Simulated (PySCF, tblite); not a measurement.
# C₃H₁₂SSi₃: geometry, infrared bands and NMR shifts

What infrared bands and NMR shifts should C₃H₁₂SSi₃ (`CC(=S)C[SiH]([SiH3])[SiH3]`) show?

The runs use tblite 0.8.0 and PySCF 2.14.0, with density-fitted response routines of our own; the level of theory stands in each step. All values are computed, except where a source is named. Atoms are numbered from 0 throughout.

## Step 1: The molecule as given

19 atoms, charge 0, multiplicity 1; geometry from: force field or distance geometry start.

Bonds of the start (Å): C0–C1 1.53, C1–S2 1.68, C1–C3 1.51, C3–Si4 1.88, Si4–Si5 2.31, Si4–Si6 2.29, C0–H7 1.09, C0–H8 1.10, C0–H9 1.09, C3–H10 1.10, C3–H11 1.08, Si4–H12 1.49, Si5–H13 1.48, Si5–H14 1.49, Si5–H15 1.48, Si6–H16 1.49, Si6–H17 1.48, Si6–H18 1.49.

## Step 2: Geometry optimisation with GFN2-xTB

Job settings and geometry (Å):

```
{"job": {"kind": "relax", "xc": "GFN2-xTB", "basis": "xTB"}, "charge": 0, "multiplicity": 1}
C      2.837200    -0.711600     0.381600
C      2.010800     0.436400    -0.196100
S      2.528000     2.018200     0.026200
C      0.717200     0.122000    -0.916800
Si    -0.724400    -0.375700     0.174900
Si    -2.519600    -0.881400    -1.182000
Si    -1.439000     1.385200     1.451300
H      3.871700    -0.412100     0.578000
H      2.383700    -1.048700     1.322200
H      2.829000    -1.544300    -0.320800
H      0.933100    -0.712300    -1.600100
H      0.425900     0.959400    -1.540200
H     -0.345200    -1.547100     1.015400
H     -3.683200    -1.284400    -0.364300
H     -2.875400     0.305000    -2.009500
H     -2.151100    -2.000800    -2.071700
H     -2.665500     1.000000     2.202600
H     -1.750000     2.547100     0.594700
H     -0.392900     1.754400     2.447100
```

Started as:

```console
$ OMP_NUM_THREADS=1 python probes_run.py task.json out
```

One launch serves the whole session: the jobs run in the order shown.

**Question.** This job is followed by: GFN2-xTB harmonic vibrations, gas phase; GIAO PBE0/pcSseg-1 NMR shielding, non-relativistic, gas phase. What will the session give for the following? strongest single infrared mode (GFN2-xTB); zero-point energy (GFN2-xTB); 13C shifts against TMS (PBE0/pcSseg-1); 1H shifts against TMS (PBE0/pcSseg-1, means over atoms taken as alike); 33S shifts against CS2 (PBE0/pcSseg-1); 29Si shifts against TMS (PBE0/pcSseg-1, means over atoms taken as alike); surface potential, 1st and 99th percentile.

**Answer**, as computed:

```
                                                                quantity                       value
                               strongest single infrared mode (GFN2-xTB)        758 cm⁻¹, 735 km/mol
                                            zero-point energy (GFN2-xTB)               79.7 kcal/mol
                                  13C shifts against TMS (PBE0/pcSseg-1)       272.5, 47.7, 43.5 ppm
  1H shifts against TMS (PBE0/pcSseg-1, means over atoms taken as alike)  4.16, 3.52, 3.30, 3.02 ppm
                                  33S shifts against CS2 (PBE0/pcSseg-1)                     861 ppm
29Si shifts against TMS (PBE0/pcSseg-1, means over atoms taken as alike)           -58.9, -114.5 ppm
                                   surface potential, 1st and 99th percentile          -1.11 V and 1.15 V
```

**Reading.** Over 175 steps the energy fell by 0.367 eV; of the close pairs, C3–Si4 changed most, 1.876 to 1.956 Å. No mode is imaginary among the 51: a minimum at this level. The strongest single mode, at 758 cm⁻¹, is spread over many atoms; the largest shares are those of H17, H18. Unscaled tight-binding wavenumbers are off by several per cent, some by more. Its intensities can rank the bands wrongly. The most deshielded carbon is C1 (thiocarbonyl carbon), at 272.5 ppm: the small n→π* gap of C=S deshields it strongly. At PBE0/pcSseg-1: Shielding is most anisotropic at S2 (span 1862 ppm, paramagnetic term -1416 ppm). At PBE0/pcSseg-1, counted by nearest atom on the grid, the HOMO lies on S2 81 %, the LUMO on C1 39 %; S2 32 %.
